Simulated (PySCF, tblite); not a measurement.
# C5H8SSi: geometry, infrared bands and NMR shifts

Aim: predict the infrared bands and NMR shifts of C5H8SSi (`C=C1CC=C[SiH2]S1`).

Programs: tblite 0.8.0 and PySCF 2.14.0, with density-fitted response routines of our own. Each step states its level of theory. These are calculated values for one molecule in the gas phase, unless marked as measured. Atoms count from 0, in the outputs and in this text.

### 1 The molecule as given

15 atoms, charge 0, multiplicity 1; geometry from: force field or distance geometry start.

Bonds of the start (Å): C0–C1 1.34, C1–C2 1.49, C2–C3 1.47, C3–C4 1.33, C4–Si5 1.86, Si5–S6 2.18, S6–C1 1.81, C0–H7 1.09, C0–H8 1.08, C2–H9 1.10, C2–H10 1.13, C3–H11 1.11, C4–H12 1.08, Si5–H13 1.43, Si5–H14 1.47.

### 2 Optimising the geometry with GFN2-xTB

Job settings and geometry (Å):

```
{"job": {"kind": "relax", "xc": "GFN2-xTB", "basis": "xTB"}, "charge": 0, "multiplicity": 1}
C      2.492200    -0.028300    -0.709500
C      1.236600     0.223300    -0.326200
C      0.523600    -0.610100     0.683500
C     -0.753700    -1.180000     0.228400
C     -1.835300    -0.486100    -0.117500
Si    -1.632600     1.364100    -0.032200
S      0.309800     1.628700    -0.995000
H      2.922000     0.655200    -1.443600
H      3.083700    -0.855600    -0.333100
H      1.166800    -1.397500     1.096700
H      0.264500     0.103700     1.519300
H     -0.880200    -2.281800     0.181500
H     -2.764100    -0.942800    -0.438300
H     -2.678600     2.072500    -0.712800
H     -1.459100     1.742800     1.377000
```

Started as:

```console
$ OMP_NUM_THREADS=1 python probes_run.py task.json out
```

One launch serves the whole session: the jobs run in the order shown.

**Question.** This job is followed by: GFN2-xTB harmonic vibrations, gas phase; GIAO PBE0/pcSseg-1 NMR shielding, non-relativistic, gas phase. Predict these results of the whole session: strongest single infrared mode (GFN2-xTB); zero-point energy (GFN2-xTB); ¹³C shifts against TMS (PBE0/pcSseg-1); ¹H shifts against TMS (PBE0/pcSseg-1, means over atoms taken as alike); ²⁹Si shifts against TMS (PBE0/pcSseg-1); ³³S shifts against CS2 (PBE0/pcSseg-1); surface potential, 1st and 99th percentile.

As calculated:

| quantity | value |
| --- | --- |
| strongest single infrared mode (GFN2-xTB) | 2256 cm⁻¹, 264 km/mol |
| zero-point energy (GFN2-xTB) | 68.8 kcal/mol |
| ¹³C shifts against TMS (PBE0/pcSseg-1) | 159.1, 151.1, 127.8, 119.5, 45.0 ppm |
| ¹H shifts against TMS (PBE0/pcSseg-1, means over atoms taken as alike) | 7.38, 6.23, 5.47, 5.41, 5.06, 2.88 ppm |
| ²⁹Si shifts against TMS (PBE0/pcSseg-1) | -48.4 ppm |
| ³³S shifts against CS2 (PBE0/pcSseg-1) | -98 ppm |
| surface potential, 1st and 99th percentile | -1.00 V and 1.19 V |

The optimisation took 79 steps and gained 0.246 eV; among the close pairs (by a distance rule), C1–S6 changed most, from 1.811 to 1.773 Å. All 39 modes are real, so the xTB geometry is a minimum. The strongest single mode, at 2256 cm⁻¹, moves mainly H14. GFN2-xTB is a fitted tight-binding method: band positions and strengths are rough. Its intensities can rank the bands wrongly. At PBE0/pcSseg-1: The largest span, 454 ppm, is at S6, where the paramagnetic term is -456 ppm. By nearest atom (PBE0/pcSseg-1), the HOMO sits on S6 51 %; C0 23 % and the LUMO on C3, C4 about 25 % each; Si5 8 %.
